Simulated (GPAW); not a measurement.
Runs of GPAW 26.7.0 on TaN. Symmetry: Fm-3m, No. 225, cubic system. The conventional cell has a = 4.358 Å, b = 4.358 Å, c = 4.358 Å, α = 90.00°, β = 90.00°, γ = 90.00°. Ta (site symmetry m-3m) is surrounded by 6 N at 2.18 Å. N (site symmetry m-3m) has 6 Ta at 2.18 Å as nearest neighbours. 

```tsv
U	pressure (GPa)
Ta d U = 2 eV	(a)
Ta d U = 4 eV	15.4
Ta d U = 3 eV	12.3
Ta d U = 1 eV	6.6
Ta d U = 8 eV	29.7
```

Alike in all rows: task band structure; level PBEsol+U; potentials or basis PAW data sets generated in the run's folder for this functional, pw; no spin polarisation; cell as given; k mesh 10 × 10 × 10; cutoff (eV) 800; smearing fermi-dirac 0.05 eV.

Estimate the missing entries.

(a) 9.4.

Caveats: U without spin polarisation on a metal has little footing; a pressure of tens of GPa on the cell as given is suspect, and the run, the potentials or the cell itself is likely at fault (some runs).

Runs at the PBE level aren't shown here.
